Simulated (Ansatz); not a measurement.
# Au: the cost of one run

Program: Ansatz 0.2.0. Level of theory: DFT PBE, scalar-relativistic, plane waves, PAW. These are calculated values, not measurements.

## (1) The starting structure

It takes space group Fm-3m (No. 225, cubic). The conventional cell has a = 4.158 Å, b = 4.158 Å, c = 4.158 Å, α = 90.00°, β = 90.00°, γ = 90.00°. Around Au (site symmetry m-3m) lie 12 Au at 2.94 Å.

Coordinates:

```
Au
1.0
     0.00000    2.07900    2.07900
     2.07900    0.00000    2.07900
     2.07900    2.07900    0.00000
Au
1
Direct
  0.00000 0.00000 0.00000
```

## (2) Relaxing cell and atoms: Au, no spin

The input, input.yaml:

```yaml
crystal:
  lattice:
    - [0.0, 2.079, 2.079]
    - [2.079, 0.0, 2.079]
    - [2.079, 2.079, 0.0]
  atoms:
    - { symbol: Au, position: [0.0, 0.0, 0.0] }
scf:
  occupations: { method: gaussian, width: 0.1 }
output:
  forces: true
  stress: true
  eigenvalues: true
  write_density: true
  write_potential: true
  elf: true
  volumetric_format: npy
hamiltonian:
  xc: pbe
relax:
  f_tol: 0.003
  max_steps: 60
  cell: { stress_tol: 0.02 }
kpoints:
  mp_grid: { grid: [24, 24, 24] }
```

Launch:

```sh
$ ansatz run input.yaml --threads 8 --pin off --max-ram 24576MiB --backend cpu --events-out ev --progress --plain --runs-dir out
```

**Question.** How long does this run take on 8 threads of Intel Xeon at 2.50GHz (Skylake/Cascade Lake), shared host, and how much memory does it need?

About 4.5 s, with a peak of 0.46 GiB.
